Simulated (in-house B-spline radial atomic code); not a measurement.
# Excited states and polarisability of W²⁸⁺ by several methods

The task here is to estimate one member of a computed series from the others.

Program: in-house B-spline radial atomic code version 1. Level of theory: linear response of a closed shell, each method with its own adiabatic kernel; non-relativistic; B-spline basis; no spin-orbit coupling, no double excitations; only terms of natural parity, (−1)^L, with L up to 3 are computed. These are calculated values, not measurements, unless marked.

**The atom as given**

* element: tungsten (Z = 74)
* charge: +28
* configuration: [Kr] 4d10
* runs: TDHF; PBE; B3LYP; BHandHLYP; PBE0; BSE on G0W0@HF

The outer shells:

W²⁸⁺
```
[Kr] core
4d [↑↓][↑↓][↑↓][↑↓][↑↓]
```

Set-up of the first run:

Settings, as recorded:

```ini
Z = 74
electrons = 46.0
configuration = [Kr] 4d10
hamiltonian = nr
method = hf
box_radius = 4.29
intervals = 51
```

The run is started by

```bash
python run_td.py task.json out
```

The settings of every run stand in task.json; they run in order.

Among the steps run: TDHF.

One of the session's tables, all rows but one given; the rest of the session is left out.

It belongs to the step «TDHF». 

```
   state  full (eV)  Tamm-Dancoff (eV)
4d→4f ³P     189.64             189.76
4d→4f ³F     198.61             198.79
4d→4f ¹F          ?                  ?
4d→4f ¹P     240.25             246.55
4p→4f ³D     365.45             365.51
4p→4f ¹D     381.56             382.07
4d→5s ³D     402.73             402.76
4d→5s ¹D     404.44             404.46
4d→5p ³P     439.29             439.34
4d→5p ³F     441.53             441.56
4d→5p ¹F     443.01             443.03
4d→5p ¹P     444.27             444.43
4s→4f ³F     464.96             465.01
4s→4f ¹F     470.45             470.52
```

**Question.** Estimate the row for 4d→4f ¹F.

**Answer.** full (eV): 206.53; Tamm-Dancoff (eV): 206.62. In the column «full (eV)» it lies between 4d→4f ³F (198.61) and 4d→4f ¹P (240.25).
